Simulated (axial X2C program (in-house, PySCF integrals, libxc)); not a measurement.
# TeO⁺: properties at the nuclei

Aim: properties at the nuclei of TeO⁺, with spin–orbit coupling in the Hamiltonian from the start.

Program: an in-house X2C program for linear molecules on PySCF integrals. Level of theory: two-component X2C with atomic mean-field terms, Te dyall-cv3z, O dyall-av3z. These are calculated values, not measurements.

## Step 1: Set-up

File task.json:

```json
{
 "zs": [
  52,
  8
 ],
 "q": 1,
 "bas": [
  "dyall-cv3z",
  "dyall-av3z"
 ],
 "r0": 1.85,
 "levels": [
  "PBE0",
  "HF",
  "B3LYP",
  "TPSSh",
  "BHandHLYP"
 ],
 "nst": 3
}
```

Keys: zs atomic numbers; q charge; bas basis sets; r0 starting distance in Å; levels methods (HF also brings MP2); nst determinants followed.

Started as:

```sh
$ python soeom.py task.json out
```

After this run come: Expectation values, lowest determinant; Expectation values, a higher determinant; Expectation values, a higher determinant.

Q: Predict the outcome of this session. Wanted: lowest determinant; Eeff magnitude; Ws magnitude Te; A∥/gI Te; qzz Te; higher determinant (for each run or level that gives them).

**Answer**, as computed:

| quantity | value |
| --- | --- |
| lowest determinant | Ω = 1/2 (excess of +ω over −ω: ω = 1/2) |
| Eeff magnitude (GV/cm), PBE0 | 1.81 |
| Ws magnitude Te (kHz), PBE0 | 1.53 |
| A∥/gI Te (MHz), PBE0 | 3290 |
| qzz Te (a.u.), PBE0 | -1.83 |
| higher determinant | Ω = 3/2 (excess of +ω over −ω: ω = 3/2) |
| Eeff magnitude (GV/cm), PBE0, higher determinant | 1.13 |
| Ws magnitude Te (kHz), PBE0, higher determinant | 0.589 |
| A∥/gI Te (MHz), PBE0, higher determinant | 322 |
| qzz Te (a.u.), PBE0, higher determinant | -2.40 |
| higher determinant | Ω = 5/2 (excess of +ω over −ω: ω = -1/2, 2 × ω = 3/2) |
| Eeff magnitude (GV/cm), PBE0, higher determinant | 0.324 |
| Ws magnitude Te (kHz), PBE0, higher determinant | 0.00827 |
| A∥/gI Te (MHz), PBE0, higher determinant | -382 |
| qzz Te (a.u.), PBE0, higher determinant | 2.68 |

In words: In the first state, the effective field runs from 1.38 to 2.15 GV/cm over the mean-field levels. The expectation values come from single determinants, which for open shells can mix terms of unlike spin or miss the lowest Ω, so a determinant need not be a state. Eeff is the effective electric field on the electron dipole moment in this Ω state and Ws the scalar–pseudoscalar constant (defined with the proton number Z and per Ω); A∥ is the parallel hyperfine constant, which follows by multiplying with the nuclear g factor gI = μI/(I μN); qzz is the electric field gradient, eQq0 = 234.96 MHz × Q/barn × qzz. The operators were transformed with the bare-nucleus X2C matrices.
